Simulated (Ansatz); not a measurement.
Geometry optimisation, DFT PBE-D3(BJ), scalar-relativistic, plane waves, PAW (Ansatz 0.2.0).

Input file:

```yaml
crystal:
  lattice:
    - [8.28, 0.0, 0.0]
    - [0.0, 6.88, 0.0]
    - [0.0, 0.0, 21.56092]
  atoms:
    - { symbol: Mg, position: [0.0, 0.0, 0.04638021] }
    - { symbol: I, position: [0.25, 0.25, 0.1018099] }
    - { symbol: I, position: [0.5, 0.75, 0.15723959] }
    - { symbol: Mg, position: [0.25, 0.0, 0.21266927] }
    - { symbol: I, position: [0.5, 0.25, 0.26809896] }
    - { symbol: I, position: [0.25, 0.75, 0.32352865] }
    - { symbol: Mg, position: [0.5, 0.0, 0.37895833] }
    - { symbol: I, position: [0.25, 0.25, 0.43438802] }
    - { symbol: I, position: [0.5, 0.75, 0.48981771] }
    - { symbol: Mg, position: [0.5, 0.0, 0.04638021] }
    - { symbol: I, position: [0.75, 0.25, 0.1018099] }
    - { symbol: I, position: [1.0, 0.75, 0.15723959] }
    - { symbol: Mg, position: [0.75, 0.0, 0.21266927] }
    - { symbol: I, position: [1.0, 0.25, 0.26809896] }
    - { symbol: I, position: [0.75, 0.75, 0.32352865] }
    - { symbol: Mg, position: [1.0, 0.0, 0.37895833] }
    - { symbol: I, position: [0.75, 0.25, 0.43438802] }
    - { symbol: I, position: [1.0, 0.75, 0.48981771] }
    - { symbol: O, position: [0.25, 0.91666667, 0.47543984] }
    - { symbol: H, position: [0.0, 1.08333333, 0.47543984] }
    - { symbol: H, position: [0.13935898, 0.94604254, 0.49399193] }
basis:
  ecutwfc: 420.0
kpoints:
  mp_grid: { grid: [2, 2, 1] }
hamiltonian:
  xc: pbe
  dispersion: d3bj
scf:
  occupations: { method: gaussian, width: 0.02 }
  lower_state_search: "off"
relax:
  f_tol: 0.03
  max_steps: 60
  adjacent_minimum: "off"
  constraints: [{ sites: [0, 1, 9, 10] }]
```

Command:

```bash
$ ansatz run input.yaml --threads 4 --pin off --max-ram 10240MiB --backend cpu --events-out ev --progress --plain --runs-dir out
```

Q: Where does it end, and by what steps?

A: The forces met the threshold. Limits of this set-up: coarse k mesh, thin slab, slab without dipole correction, a typed lattice constant that wasn't relaxed here. After 43 steps the energy has fallen by 5.185 eV; H21 moved furthest, 3.88 Å. Parted: Mg7–I9 (2.94 → 3.81 Å), I18–H21 (1.78 → 3.85 Å). Joined: Mg7–O19 (2.99 → 1.95 Å), I18–H20 (2.31 → 1.77 Å).

| step | energy less start (eV) | largest force component (eV/Å) | accepted |
| --- | --- | --- | --- |
| 0 | 0.0000 | 3.912 | yes |
| 2 | -1.9799 | 2.158 | yes |
| 4 | -3.1631 | 2.035 | yes |
| 6 | -3.9988 | 1.788 | yes |
| 8 | -4.5214 | 0.331 | yes |
| 10 | -4.6606 | 0.169 | yes |
| 12 | -4.7260 | 0.221 | yes |
| 14 | -4.7776 | 0.248 | yes |
| 16 | -4.8135 | 0.702 | yes |
| 18 | -4.8647 | 0.076 | yes |
| 20 | -4.8925 | 0.518 | yes |
| 22 | -4.9091 | 0.085 | yes |
| 24 | -4.9206 | 0.496 | yes |
| 26 | -4.9364 | 0.372 | yes |
| 28 | -4.9581 | 0.785 | yes |
| 30 | -5.0075 | 0.245 | yes |
| 32 | -5.0563 | 0.611 | yes |
| 34 | -5.1565 | 0.155 | yes |
| 36 | -5.1700 | 0.131 | yes |
| 38 | -5.1784 | 0.043 | yes |
| 40 | -5.1829 | 0.054 | yes |
| 42 | -5.1845 | 0.031 | yes |
| 43 | -5.1849 | 0.023 | yes |

```xyz
21
Lattice="8.2800 0.0000 0.0000 0.0000 6.8800 0.0000 0.0000 0.0000 21.5609" Properties=species:S:1:pos:R:3
Mg 0.000 0.000 1.000
I 2.070 1.720 2.195
I 4.141 5.060 3.091
Mg 2.084 -0.186 4.656
I 4.147 1.415 5.677
I 2.022 4.842 6.728
Mg 4.144 -0.533 8.354
I 2.116 1.185 9.262
I 4.704 4.754 11.767
Mg 4.140 0.000 1.000
I 6.210 1.720 2.195
I 8.289 5.063 3.076
Mg 6.212 -0.193 4.657
I 8.288 1.428 5.678
I 6.260 4.835 6.702
Mg 8.264 -0.364 8.245
I 6.177 1.151 9.288
I 8.349 4.570 10.386
O 4.172 4.750 9.473
H -1.592 4.705 10.989
H 3.717 3.899 9.345
```

Whether the end is a true minimum wasn't checked by a vibrational analysis.

Time of the run: 6 min on 4 threads of AMD EPYC 9R14 (Zen 4) (shared host), peak memory 3.4 GiB.
